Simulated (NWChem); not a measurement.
# CaO (SMILES [O]=[Ca]), run twice

Wanted: the charge distribution of CaO, O3LYP/6-31G*/def2-SVP (Cartesian functions, SMD carbon tetrachloride).

The calculation is run with NWChem 7.3.0.

4 further runs of the same task are left out: 2 that didn't finish, 2 set aside as unsound or not needed.

## Step 1: The system as given

CaO has 2 atoms, charge 0, and is taken as a singlet. SMILES: `[O]=[Ca]`. Geometry: a GFN2-xTB relaxation, a rough one for these elements and not checked as a minimum.

Bond lengths: O1–Ca2 1.846 Å.

## Step 2: First attempt

Input file input.nw:

```
echo
start input
memory total 2200 mb

geometry units atomic noautosym nocenter noautoz
  O   0.00000000  0.00000000  0.00000000
  Ca  0.00000000  0.00000000  3.48782971
end

basis
  * library 6-31G* except Ca
  Ca library def2-SVP
end

cosmo
  do_cosmo_smd true
  solvent carbntet
end

dft
  xc hyb_gga_xc_o3lyp
  mult 1
  grid medium
  direct
  iterations 2
  noprint "final vectors analysis"
end

property
  quadrupole
  octupole
  mulliken
end

task dft property
```

Run with:

```
$ nwchem input.nw > input.out
```

The program printed:

```text
============================== echo of input deck ==============================
echo
start input
memory total 2200 mb

geometry units atomic noautosym nocenter noautoz
  O   0.00000000  0.00000000  0.00000000
  Ca  0.00000000  0.00000000  3.48782971
end

basis
  * library 6-31G* except Ca
  Ca library def2-SVP
end

cosmo
  do_cosmo_smd true
  solvent carbntet
end

dft
  xc hyb_gga_xc_o3lyp
  mult 1
  grid medium
  direct
  iterations 2
  noprint "final vectors analysis"
end

property
  quadrupole
  octupole
  mulliken
end

task dft property
================================================================================

             Northwest Computational Chemistry Package (NWChem) 7.3.0
             --------------------------------------------------------

           Job information
           ---------------

[... 16 lines left out ...]
    hardfail = no
[... 145 lines left out ...]
  convergence criterion.
[... 18 lines left out ...]
          Convergence on gradient requested:  5.00D-04
[... 22 lines left out ...]
          Convergence aids based upon iterative change in
[... 28 lines left out ...]
 1-e energy   =   -1120.346180
[... 25 lines left out ...]
   convergence    iter        energy       DeltaE   RMS-Dens  Diis-err    time
[... 5 lines left out ...]
      Calculation failed to converge
[... 3 lines left out ...]
      One electron energy =    -1114.487895176833
[... 2 lines left out ...]
 Nuclear repulsion energy =       45.873799268715
[... 19 lines left out ...]
                       DFT Final Molecular Orbital Analysis
[... 300 lines left out ...]
     Multipole analysis of the density
     ---------------------------------

     L   x y z        total         alpha         beta         nuclear
     -   - - -        -----         -----         ----         -------
     0   0 0 0     -0.000000    -14.000000    -14.000000     28.000000

     1   1 0 0      0.000017      0.000008      0.000008      0.000000
[... 8 lines of this table left out ...]
     2   0 0 2    -75.120374   -159.209748   -159.209748    243.299122

 ------------------------------------------------------------------------
 hnd_property: energy failure                 555
 ------------------------------------------------------------------------
 ------------------------------------------------------------------------
  current input line :
    35: task dft property
 ------------------------------------------------------------------------
 ------------------------------------------------------------------------
 This type of error is most commonly associated with calculations not reaching convergence criteria
 ------------------------------------------------------------------------

0:hnd_property: energy failure:Received an Error in Communication
  Errorcode: 555
```

Run time: 2.1 s. Hardware: 1 thread of AMD EPYC 7B13 (Zen 3), shared host; peak memory 0.11 GiB.

## Step 3: Diagnosis

The run stopped without converging.

The telling line is `This type of error is most commonly associated with calculations not reaching convergence criteria`. The fault: the iteration cap is too low for convergence. To mend it: iteration cap at its default in place of 2.

## Step 4: Try two

Input file input.nw:

```
start input
memory stack 880 mb heap 220 mb global 1100 mb
charge 0
geometry units bohr noautosym nocenter noautoz
  O      0.00000000     0.00000000     0.00000000
  Ca     0.00000000     0.00000000     3.48782971
end
basis
  * library 6-31G* except Ca
  Ca library def2-SVP
end
cosmo
  do_cosmo_smd true
  solvent carbntet
end
dft
  xc hyb_gga_xc_o3lyp
  mult 1
  grid medium
  direct
end
property
  quadrupole
  octupole
  mulliken
end
task dft property
```

Run with:

```
$ nwchem input.nw > input.out
```

The program printed:

```text
[...]
          Wavefunction type:  closed shell.
          No. of atoms     :     2
          No. of electrons :    28
[...]
          Charge           :     0
          Spin multiplicity:     1
[...]
          AO basis - number of functions:    41
[...]
              XC Information
              --------------
          Using LibXC version      7.1.2
                     Hartree-Fock (Exact) Exchange  0.116
                                  hyb_gga_xc_o3lyp  1.000
[...]
 d= 0,ls=0.0,diis     1   -752.3190837129 -7.98D+02  1.64D-01  2.44D+00     0.4
[...]
 d= 0,ls=0.0,diis     7   -752.7184251577 -7.58D-09  4.27D-06  8.90D-09     5.1
         Total DFT energy =     -752.718425157656
      One electron energy =    -1126.145470041816
           Coulomb energy =      372.651804845919
    Exchange-Corr. energy =      -44.870162043509
 Nuclear repulsion energy =       45.873799268715
             COSMO energy =       -0.228397186965
[...]
```

It took 6 s on 1 thread of AMD EPYC 7B13 (Zen 3), shared host; peak memory 0.11 GiB.

Atomic charges (e):

```tsv
atom	Mulliken
O1	-0.712
Ca2	+0.712
```

## Step 5: Outcome

At O3LYP/6-31G*/def2-SVP (Cartesian functions, SMD carbon tetrachloride):

| quantity | value |
| --- | --- |
| total energy | -752.71843 Eh |
| dipole moment | 9.46 D |
| HOMO energy | -3.62 eV |
| LUMO energy | -1.64 eV |
| HOMO–LUMO gap | 1.98 eV |
| solvent term in the energy | -57.5 kJ/mol |
